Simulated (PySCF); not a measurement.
# C₅H₄F₂: electronic excitations and core binding energies

Wanted: the electronic excitations and core binding energies of C₅H₄F₂ (`CC#C/C(F)=C\F`), by calculation.

Computed with PySCF 2.14.0, with density-fitted response routines of our own, on a single molecule in the gas phase. Atoms are numbered from 0 throughout.

### Step 1. Starting geometry

11 atoms, charge 0, multiplicity 1; geometry from: GFN2-xTB.

Bonds of the start (Å): C0–C1 1.44, C1–C2 1.20, C2–C3 1.41, C3–F4 1.35, C3–C5 1.33, C5–F6 1.34, C0–H7 1.09, C0–H8 1.09, C0–H9 1.09, C5–H10 1.08.

### Step 2. TDDFT and polarisability: wB97X-D/def2-SVPD

Job settings and geometry (Å):

```
{"job": {"kind": "uv", "xc": "wB97X-D", "basis": "def2-SVPD", "nstates": 8, "ntriplets": 3}, "charge": 0, "multiplicity": 1}
C      2.455677     0.028303    -0.016543
C      1.025143     0.136815    -0.130690
C     -0.174068     0.208788    -0.207145
C     -1.572227     0.321238    -0.327044
F     -2.020524     1.228626    -1.224920
C     -2.487387    -0.371996     0.350262
F     -2.138719    -1.290607     1.258776
H      2.936011     0.654610    -0.767484
H      2.761073    -1.007105    -0.165538
H      2.773311     0.351702     0.974530
H     -3.552865    -0.257705     0.229833
```

Level: TDDFT wB97X-D/def2-SVPD, vertical, gas phase, core orbitals frozen in the response.

The run is started by

```console
OMP_NUM_THREADS=1 python probes_run.py task.json out
```

The driver reads the jobs from task.json and runs them one after another.

**Question.** This job is followed by: delta-SCF UKS SCAN, pcX-2 on the ionised atom, pcseg-1 elsewhere, spin-free X2C. Predict these results of the whole session: lowest singlet (wB97X-D/def2-SVPD); brightest single state of those computed; lowest triplet; C1s binding energies, SCAN/pcX-2 (standing for 4 of 5 atoms); F1s binding energies, SCAN/pcX-2.

As calculated:

```
                                                    quantity                                          value
                          lowest singlet (wB97X-D/def2-SVPD)                    5.50 eV (226 nm), f = 0.000
                    brightest single state of those computed                    state 5, 7.22 eV, f = 0.367
                                              lowest triplet                                        3.48 eV
C1s binding energies, SCAN/pcX-2 (standing for 4 of 5 atoms)  C3 293.48, C5 292.57, C0 291.85, C2 290.57 eV
                            F1s binding energies, SCAN/pcX-2                        F6 693.20, F4 692.97 eV
```

The first singlet state (HOMO→LUMO+1 0.89) lies at 5.50 eV and is dark; of the 8 states computed, the strongest absorption comes from state 5 at 7.22 eV. The lowest triplet lies 2.01 eV below the lowest singlet (triplets in Tamm-Dancoff, singlets in full TDDFT). The C1s levels kept as sound span 2.91 eV, from C2 (alkyne carbon) up to C3 (fully substituted alkene carbon). Only 4 of the 5 C atoms are covered by sound results. F6 (vinylic fluorine) binds its F1s electron 0.24 eV more tightly than F4 (vinylic fluorine).
